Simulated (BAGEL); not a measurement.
# SiNH3OF2 (SMILES N[Si](O)(F)F) at PBE0/6-31G(d) (density fitting with qzvpp-jkfit, spherical functions)

Aim: the energy change on altering one bond length of SiNH3OF2 at PBE0/6-31G* (density fitting with qzvpp-jkfit, spherical functions), from 2 runs. 

Program for the calculation: BAGEL 1.2.2.

4 further runs of the same task are left out: 4 set aside as unsound or not needed. Runs told in other sessions of the task aren't counted.

## 1. The system as given

The species is SiNH3OF2 (8 atoms), meant as a singlet with charge 0. As SMILES, `N[Si](O)(F)F`. Geometry: relaxed at PBE0-D4/def2-TZVP. This is one conformer, not always the lowest.

Bond lengths: N1–Si2 1.686 Å, Si2–O3 1.619 Å, Si2–F4 1.581 Å, Si2–F5 1.584 Å, N1–H6 1.006 Å, N1–H7 1.006 Å, O3–H8 0.958 Å. Angles: N1–Si2–O3 112.4°, N1–Si2–F4 115.5°, N1–Si2–F5 106.2°, O3–Si2–F4 104.1°, O3–Si2–F5 112.9°, F4–Si2–F5 105.9°, Si2–N1–H6 121.2°, Si2–N1–H7 120.5°, Si2–O3–H8 117.2°, H6–N1–H7 111.9°.

## 2. A single-point energy at PBE0/6-31G(d) (density fitting with qzvpp-jkfit, spherical functions)

File input.json:

```json
{ "bagel": [

{
  "title": "molecule",
  "basis": "6-31gs.json",
  "df_basis": "qzvpp-jkfit",
  "angstrom": true,
  "geometry": [
    { "atom": "N", "xyz": [   -0.442300,    1.046800,    0.335400 ] },
    { "atom": "Si", "xyz": [    0.149700,   -0.326200,   -0.442800 ] },
    { "atom": "O", "xyz": [    0.387300,   -1.558900,    0.578900 ] },
    { "atom": "F", "xyz": [   -0.787600,   -0.930400,   -1.563300 ] },
    { "atom": "F", "xyz": [    1.475500,    0.124100,   -1.183100 ] },
    { "atom": "H", "xyz": [   -1.266000,    1.005400,    0.911900 ] },
    { "atom": "H", "xyz": [   -0.311700,    1.959400,   -0.068300 ] },
    { "atom": "H", "xyz": [    0.887300,   -1.377200,    1.375500 ] }
  ]
},
{ "title": "ks", "xc_func": "pbe0" },
{ "title": "print", "file": "orbitals.molden", "orbitals": true }

]}
```

The basis set 6-31G* is read from a file made from the Basis Set Exchange's data (not shown).

Command:

```console
$ BAGEL_NUM_THREADS=1 BAGEL input.json > input.out
```

What it wrote:

```text
* using 1 threads per process

  ===============================================================
  ===============================================================

  *** Geometry ***

  { "atom" : "N", "xyz" : [     -0.835826,      1.978165,      0.633814 ] },
  { "atom" : "Si", "xyz" : [      0.282892,     -0.616429,     -0.836771 ] },
  { "atom" : "O", "xyz" : [      0.731891,     -2.945894,      1.093962 ] },
  { "atom" : "F", "xyz" : [     -1.488348,     -1.758201,     -2.954209 ] },
  { "atom" : "F", "xyz" : [      2.788291,      0.234515,     -2.235735 ] },
  { "atom" : "H", "xyz" : [     -2.392393,      1.899931,      1.723241 ] },
  { "atom" : "H", "xyz" : [     -0.589028,      3.702729,     -0.129068 ] },
  { "atom" : "H", "xyz" : [      1.676754,     -2.602531,      2.599318 ] },

  Number of auxiliary basis functions:      490

  Since a DF basis is specified, we compute 2- and 3-index integrals:
    o Being stored without compression. Storage requirement is 0.025 GB

  Number of basis functions:       80
  Number of electrons      :       50

    * METHOD: MOLECULE                             0.21

  *** Kohn-Sham DFT ***

    * Removing 14914 points whose weight is below 1.00e-10
    * Grid points: 104334

  === Nuclear Repulsion ===
   268.3694241943

       - DIIS with orbital gradients will be used.

  === KS iteration (pbe0 / 6-31gs.json) ===
      0       -581.70355787          0.15497474           0.38
      1       -493.88230404          0.23775184           0.34
      2       -576.15335777          0.14817414           0.32
      3       -608.51739783          0.12829969           0.33
      4       -611.20297325          0.11299416           0.33
      5       -620.28410939          0.02924935           0.33
      6       -620.29148982          0.03012007           0.33
      7       -620.65584964          0.00747927           0.33
      8       -620.67194039          0.00496448           0.33
      9       -620.68244425          0.00098510           0.33
     10       -620.68282575          0.00031854           0.34
     11       -620.68286479          0.00011780           0.33
     12       -620.68287075          0.00001438           0.32
     13       -620.68287078          0.00001164           0.33
     14       -620.68287084          0.00000206           0.33
     15       -620.68287084          0.00000107           0.33
     16       -620.68287084          0.00000035           0.32
     17       -620.68287084          0.00000004           0.32
     18       -620.68287084          0.00000001           0.32
     19       -620.68287084          0.00000001           0.32
    * SCF iteration converged.

    * Permanent dipole moment:
           (    0.212587,    -0.819369,    -1.007152) a.u.

    * METHOD: KS                                   7.19

    * METHOD: PRINT                                0.02

  ===============================================================
```

Wall time 7.8 s (1 thread of AMD EPYC 9B14 (Zen 4), shared host); peak memory 0.42 GiB.

## 3. The distorted shape at the same level

File calc.json:

```json
{ "bagel": [

{
  "title": "molecule",
  "basis": "6-31gs.json",
  "df_basis": "qzvpp-jkfit",
  "angstrom": "true",
  "geometry": [
    { "atom": "N", "xyz": [      -0.546774,       0.316761,       0.658342 ] },
    { "atom": "Si", "xyz": [       0.045226,      -1.056239,      -0.119858 ] },
    { "atom": "O", "xyz": [       0.282826,      -2.288939,       0.901842 ] },
    { "atom": "F", "xyz": [      -0.892074,      -1.660439,      -1.240358 ] },
    { "atom": "F", "xyz": [       1.371026,      -0.605939,      -0.860158 ] },
    { "atom": "H", "xyz": [      -1.370474,       0.275361,       1.234842 ] },
    { "atom": "H", "xyz": [      -0.311700,       1.959400,      -0.068300 ] },
    { "atom": "H", "xyz": [       0.782826,      -2.107239,       1.698442 ] }
  ]
},

{ "title": "ks", "xc_func": "pbe0" },

{ "title": "print", "file": "orbitals.molden", "orbitals": "true" }

]}
```

The basis set 6-31G* is read from a file made from the Basis Set Exchange's data (not shown).

Command:

```console
$ BAGEL_NUM_THREADS=1 BAGEL calc.json > calc.out
```

What it wrote:

```text
* using 1 threads per process

  ===============================================================
  ===============================================================

  *** Geometry ***

  { "atom" : "N", "xyz" : [     -1.033253,      0.598592,      1.244086 ] },
  { "atom" : "Si", "xyz" : [      0.085465,     -1.996002,     -0.226499 ] },
  { "atom" : "O", "xyz" : [      0.534464,     -4.325468,      1.704234 ] },
  { "atom" : "F", "xyz" : [     -1.685776,     -3.137775,     -2.343937 ] },
  { "atom" : "F", "xyz" : [      2.590864,     -1.145059,     -1.625463 ] },
  { "atom" : "H", "xyz" : [     -2.589821,      0.520357,      2.333513 ] },
  { "atom" : "H", "xyz" : [     -0.589028,      3.702729,     -0.129068 ] },
  { "atom" : "H", "xyz" : [      1.479327,     -3.982105,      3.209590 ] },

  Number of auxiliary basis functions:      490

  Since a DF basis is specified, we compute 2- and 3-index integrals:
    o Being stored without compression. Storage requirement is 0.025 GB

  Number of basis functions:       80
  Number of electrons      :       50

    * METHOD: MOLECULE                             0.21

  *** Kohn-Sham DFT ***

    * Removing 14129 points whose weight is below 1.00e-10
    * Grid points: 105119

  === Nuclear Repulsion ===
   265.3072760951

       - DIIS with orbital gradients will be used.

  === KS iteration (pbe0 / 6-31gs.json) ===
      0       -581.34330650          0.14820094           0.39
      1       -491.80305196          0.21842840           0.33
      2       -577.43417053          0.14711813           0.33
      3       -616.47250084          0.08638962           0.35
      4       -615.58344069          0.08663542           0.34
      5       -619.94601606          0.03382815           0.33
      6       -620.32611527          0.02052515           0.33
      7       -620.47709363          0.01079334           0.33
      8       -620.51523320          0.00684073           0.33
      9       -620.53488017          0.00121861           0.34
     10       -620.53544934          0.00042388           0.33
     11       -620.53548957          0.00031269           0.33
     12       -620.53554071          0.00004489           0.33
     13       -620.53554155          0.00001263           0.33
     14       -620.53554162          0.00000512           0.33
     15       -620.53554163          0.00000182           0.33
     16       -620.53554163          0.00000082           0.32
     17       -620.53554163          0.00000013           0.33
     18       -620.53554163          0.00000008           0.33
     19       -620.53554163          0.00000004           0.33
     20       -620.53554163          0.00000002           0.33
     21       -620.53554163          0.00000001           0.33
     22       -620.53554163          0.00000001           0.32
    * SCF iteration converged.

    * Permanent dipole moment:
           (    0.189589,    -0.864835,    -0.984311) a.u.

    * METHOD: KS                                   8.20

    * METHOD: PRINT                                0.02

  ===============================================================
```

It took 8.7 s on 1 thread of AMD EPYC 9B14 (Zen 4), shared host; peak memory 0.42 GiB.

## 4. Summary of results

At PBE0/6-31G* (density fitting with qzvpp-jkfit, spherical functions):

```
                                                         quantity          value
                                        first shape: total energy  -620.68287 Eh
                                       first shape: dipole moment         3.34 D
                                         first shape: HOMO energy       -8.04 eV
                                         first shape: LUMO energy        1.32 eV
                                       first shape: HOMO–LUMO gap        9.36 eV
                                    distorted shape: total energy  -620.53554 Eh
                                   distorted shape: dipole moment         3.37 D
                                     distorted shape: HOMO energy       -7.77 eV
                                     distorted shape: LUMO energy       -3.33 eV
                                   distorted shape: HOMO–LUMO gap        4.44 eV
energy change with the N1–H7 bond stretched from 1.006 to 1.811 Å       4.009 eV
```

**Reading.** With the N1–H7 bond stretched from 1.006 to 1.811 Å the energy rises by 4.01 eV (387 kJ/mol). The first shape isn't relaxed at this level, so the change isn't measured from a minimum. A restricted reference can't describe the breaking bond well at this length.
